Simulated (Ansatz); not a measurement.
CS2:

```
CELL_PARAMETERS angstrom
3.64579 -2.99431 0.00000
3.64579 2.99431 0.00000
0.00000 0.00000 9.85126
ATOMIC_POSITIONS crystal
S 0.18152 0.81848 0.88687
S 0.31848 0.68152 0.38687
S 0.68152 0.31848 0.61313
S 0.81848 0.18152 0.11313
C 0.50000 0.50000 0.50000
C 0.00000 0.00000 0.00000
```

The cell comes from a database or a generator and needn't be the stable form of this composition.

Base run:

* Program: Ansatz 0.2.0
* Functional: HSE06
* Potentials or basis: Ansatz PAW
* Cutoff: 420 eV (not typed: the program's choice for these potentials)
* k mesh: 4 × 4 × 2
* Occupations: fermi-dirac, width 0.05 eV
* Spin: no spin polarisation

Its results: band gap on the k mesh 4.44 eV, direct; pressure -0.7 GPa; largest force 0.445 eV/Å.

Question: The run is repeated on the same cell with these changes: functional from HSE06 to PBE0. What comes out?

Answer: Band gap on the k mesh 5.18 eV, direct; pressure -0.7 GPa; largest force 0.471 eV/Å.

Caveats: the PAW data sets come from PBE, with cores solved anew for the run's functional, which leaves a small shift of forces and pressure; the thresholds are loose for stress.
